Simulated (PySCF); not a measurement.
# [Eu(O2)2]−: other functionals and bases at one geometry

The task here is to estimate one member of a computed series from the others.

The runs use PySCF 2.14.0; several levels, as the steps say, no spin–orbit coupling.

2 further runs of the same task are left out: 1 for a known fault of the program, 1 that didn't finish.

**The system as given**

5 atoms, charge -1, spin multiplicity 1.

Bond lengths: Eu1–O2 2.182 Å, Eu1–O3 2.182 Å, Eu1–O4 2.182 Å, Eu1–O5 2.182 Å. Angles: O2–Eu1–O3 40.8°, O2–Eu1–O4 151.5°, O2–Eu1–O5 151.5°, O3–Eu1–O4 151.5°, O3–Eu1–O5 151.5°, O4–Eu1–O5 40.8°.

Coordinates:

```
Eu    0.0000    0.0000    0.0000
O     0.5377    0.5377    2.0447
O    -0.5377   -0.5377    2.0447
O     0.5377   -0.5377   -2.0447
O    -0.5377    0.5377   -2.0447
```

Formal oxidation states: Eu +3. Each metal's 6 4f electrons lie in its core potential, so multiplicities, spins and levels count the valence alone. An earlier session relaxed this geometry at BP86, Eu lcecp-1-SVP with ECP52, O def2-SVP (singlet, point group D2d).

At BP86 on the finer grid: E = -336.037029 Eh, HOMO 1.00 eV, LUMO 2.16 eV, Mulliken charge on Eu1 +0.62 e, largest force component 0.002 eV/Å. The highest filled level lies above zero; it isn't the detachment energy.

Levels to run: r2SCAN; BLYP; wB97X; HF; BP86, TZVP. Hardware: 2 threads of AMD EPYC 7R43 (Zen 3), shared host.

The first run:

The input, run.py (the lines that set the calculation):

```python
mol = gto.M(atom='''
Eu     0.00000     0.00000     0.00000
O      0.53766     0.53766     2.04472
O     -0.53766    -0.53766     2.04472
O      0.53766    -0.53766    -2.04472
O     -0.53766     0.53766    -2.04472''',
    basis={'Eu': 'lcecp-1-SVP', 'O': 'def2-SVP'},
    ecp={'Eu': 'lcecp-1-SVP'},
    charge=-1, spin=0)
mf = dft.RKS(mol, xc='R2SCAN')
mf.grids.atom_grid = (75, 302)  # f atoms: unpruned, at least (60, 302)
mf = mf.density_fit()  # fitting sets: Eu AutoAux, O def2-universal-JKFIT
mf.conv_tol = 1e-08; mf.max_cycle = 55
mf.kernel(dm0)  # dm0: the density of the relaxed state
```

Command:

```sh
OMP_NUM_THREADS=2 python run.py
```

Steps of the session up to this table: r2SCAN; BLYP; wB97X; HF; BP86, TZVP.

One of the session's tables, all rows but one given; the rest of the session is left out.

| level | HOMO (eV) | gap (eV) | charge on Eu1 (e) | largest force component (eV/Å) |
| --- | --- | --- | --- | --- |
| BP86 (relaxed here) | 1.00 | 1.17 | 0.62 | 0.00 |
| r2SCAN | 0.83 | 1.64 | 0.81 | 0.16 |
| BLYP | 1.21 | 0.94 | 0.56 | 0.34 |
| wB97X | ? | ? | ? | ? |
| HF | -4.71 | 9.16 | 1.42 | 0.83 |
| BP86, TZVP | 0.59 | 1.50 | 1.14 | 0.09 |

Estimate the missing values for wB97X.

The run gave: HOMO (eV): -2.81; gap (eV): 7.09; charge on Eu1 (e): 0.90; largest force component (eV/Å): 0.55. In the column «HOMO (eV)» it lies between HF (-4.71) and BP86, TZVP (0.59).

In one basis the HOMO–LUMO gap runs from 0.94 eV (BLYP) to 9.16 eV (HF). The largest leftover force, 0.83 eV/Å with HF, stands at a geometry relaxed at another level. With 4f in the core, its levels are missing from HOMO and gap, and its count is fixed, so no charge can pass from the ligands into it. Total energies of different levels can't be compared.
